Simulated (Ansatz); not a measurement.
# BiB: the cost of one run

Code: Ansatz 0.2.0. PAW datasets, plane waves. No spin polarisation. The prototype was imposed, so other structures may be more stable.

**1. The cell**

The unstrained cell was relaxed with r2SCAN; in each strained cell the atoms were relaxed again with r2SCAN. Names of k-points are those of the unstrained zone, where strain can split equivalent points. First state: -0.4 % strain along z alone.

The symmetry is I-4m2 (No. 119, tetragonal); conventional cell a = 3.882 Å, c = 5.468 Å, 20.60 Å³ an atom. B has 4 Bi at 2.37 Å; Bi has 4 B at 2.37 Å.

As a file:

```
B Bi
1.0
     0.00000    2.74487    2.73389
     2.74487    0.00000    2.73389
     2.74487    2.74487    0.00000
B Bi
1 1
Direct
  0.00000 0.00000 0.00000
  0.25000 0.25000 0.25000
```

**2. -0.4 % strain along z alone: PBE**

The input, input.yaml:

```yaml
crystal:
  lattice:
    - [0.0, 2.7448744688, 2.7338949709]
    - [2.7448744688, 0.0, 2.7338949709]
    - [2.7448744688, 2.7448744688, 0.0]
  atoms:
    - { symbol: B, position: [0.0, 0.0, 0.0] }
    - { symbol: Bi, position: [0.25, 0.25, 0.25] }
kpoints:
  mp_grid: { grid: [8, 8, 8] }
  band_path:
    path:
      - [0.0, 0.0, 0.0]
      - [-0.5, -0.5, 0.0]
      - [-0.375, -0.375, 0.25]
      - [-0.375, 0.0, 0.375]
      - [0.0, 0.0, 0.5]
      - [-0.5, -0.25, 0.25]
    npoints: 1
hamiltonian:
  xc: pbe
scf:
  occupations: { method: fermi_dirac, width: 0.02 }
  n_extra_bands: 4
output:
  forces: true
  stress: true
  eigenvalues: true
```

Launch:

```
ansatz run input.yaml --threads 4 --pin off --max-ram 3686MiB --backend cpu --events-out ev --progress --plain --runs-dir out
```

Q: Estimate wall time and peak memory on 4 threads of Arm Neoverse N1, shared host.

About 2.2 s, with a peak of 0.36 GiB.
